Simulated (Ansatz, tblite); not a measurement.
# 2x2x4 RbCl rock-salt block (Rb₈Cl₈): a ladder of methods and basis sets

An exercise on one series of results from a longer session: the logs are not shown, and one member is left open.

Program: Ansatz 0.2.0, Gaussian basis. Level of theory: as each input shows. These are calculated values, not measurements.

Plan: GFN1-xTB, GFN2-xTB, PBE-D4/def2-SVP, r2SCAN-D4/def2-SVP, MP2/def2-SVP, RPA/def2-SVP.

8 further runs of the same task are left out: 7 that didn't finish, 1 set aside as unsound or not needed.

**The geometry**

The singlet was relaxed beforehand with r2SCAN-D4/def2-SVP.

16 atoms, charge 0, spin multiplicity 1.

Bond lengths: Rb1–Cl2 3.166 Å, Rb1–Cl5 3.134 Å, Rb1–Cl9 3.134 Å, Cl2–Rb3 3.212 Å, Cl2–Rb6 3.253 Å, Cl2–Rb10 3.253 Å, Rb3–Cl4 3.185 Å, Rb3–Cl7 3.253 Å, Rb3–Cl11 3.253 Å, Cl4–Rb8 3.134 Å, Cl4–Rb12 3.134 Å, Cl5–Rb6 3.185 Å, Cl5–Rb13 3.134 Å, Rb6–Cl7 3.212 Å, Rb6–Cl14 3.253 Å, Cl7–Rb8 3.166 Å, Cl7–Rb15 3.253 Å, Rb8–Cl16 3.134 Å and more. Angles: Cl2–Rb1–Cl5 91.0°, Cl2–Rb1–Cl9 91.0°, Cl5–Rb1–Cl9 90.0°, Rb1–Cl2–Rb3 178.9°, Rb1–Cl2–Rb6 89.3°, Rb1–Cl2–Rb10 89.3°, Rb3–Cl2–Rb6 89.9°, Rb3–Cl2–Rb10 89.9°, Rb6–Cl2–Rb10 90.4°, Cl2–Rb3–Cl4 178.1°, Cl2–Rb3–Cl7 90.1°, Cl2–Rb3–Cl11 90.1°, Cl4–Rb3–Cl7 88.6°, Cl4–Rb3–Cl11 88.6°, Cl7–Rb3–Cl11 89.6°, Rb3–Cl4–Rb8 91.1°, Rb3–Cl4–Rb12 91.1°, Rb8–Cl4–Rb12 90.0° and more.

Rb takes a core potential in the def2 sets. No spin-orbit coupling is included.

PBE0-D4/def2-SVP was run before; its log isn't repeated, and its numbers join the tables.

The first run:

Tight binding, by tblite at 300 K electronic temperature and without a spin-polarisation term:

```python
tblite.interface.Calculator('GFN1-xTB', numbers, positions, charge=0, uhf=0).singlepoint()
```

Tight binding, by tblite at 300 K electronic temperature and without a spin-polarisation term:

```python
tblite.interface.Calculator('GFN2-xTB', numbers, positions, charge=0, uhf=0).singlepoint()
```

start.molden holds the orbitals of an earlier run on this state, given as this run's starting guess.

in.yaml

```yaml
crystal:
  periodic: [false, false, false]
  atoms:
    - {symbol: Rb, position_ang: [-1.572463, -1.565498, -4.777519]}
    - {symbol: Cl, position_ang: [-1.624589, -1.618752, -1.612044]}
    - {symbol: Rb, position_ang: [-1.632873, -1.629244, 1.599586]}
    - {symbol: Cl, position_ang: [-1.565349, -1.564172, 4.783041]}
    - {symbol: Cl, position_ang: [-1.567565, 1.568419, -4.781027]}
    - {symbol: Rb, position_ang: [-1.630883, 1.633877, -1.597441]}
    - {symbol: Cl, position_ang: [-1.617743, 1.623354, 1.614211]}
    - {symbol: Rb, position_ang: [-1.561688, 1.569781, 4.779615]}
    - {symbol: Cl, position_ang: [1.561486, -1.569168, -4.782716]}
    - {symbol: Rb, position_ang: [1.628042, -1.633962, -1.599279]}
    - {symbol: Cl, position_ang: [1.619789, -1.623108, 1.612221]}
    - {symbol: Rb, position_ang: [1.568590, -1.569224, 4.777634]}
    - {symbol: Rb, position_ang: [1.566386, 1.564809, -4.779720]}
    - {symbol: Cl, position_ang: [1.621702, 1.618663, -1.614379]}
    - {symbol: Rb, position_ang: [1.634906, 1.629527, 1.597123]}
    - {symbol: Cl, position_ang: [1.572262, 1.564719, 4.780685]}
basis:
  gaussian: {orbitals: def2-SVP, initial_orbitals: start.molden}
hamiltonian: {xc: pbe, dispersion: d4}
scf: {omitted_lower_state_checks: [starts]}
output: {forces: true, orbitals: {seedname: orbitals}}
```

Started as:

```console
> ansatz run in.yaml --threads 4 --pin off --events-out ev --progress --plain --max-ram 6963MiB
```

Among the steps run: PBE-D4/def2-SVP; r2SCAN-D4/def2-SVP; MP2/def2-SVP; RPA/def2-SVP.

One of the session's tables, all rows but one given; the rest of the session is left out.

It belongs to the step «Binding energy». 

| level | binding an atom (eV) |
| --- | --- |
| HF/def2-SVP | 2.410 |
| PBE-D4/def2-SVP | 2.977 |
| r2SCAN-D4/def2-SVP | 3.039 |
| PBE0-D4/def2-SVP | 2.977 |
| RPA/def2-SVP | ? |
| MP2/def2-SVP | 2.819 |

**Question.** Estimate the row for RPA/def2-SVP.

As computed: binding an atom (eV): 2.503. In the column «binding an atom (eV)» it lies between HF/def2-SVP (2.410) and MP2/def2-SVP (2.819).

Limits of these values: Free atoms were run apart at each level; binding is atoms less cluster, divided by the number of atoms, without zero-point or spin-orbit terms.
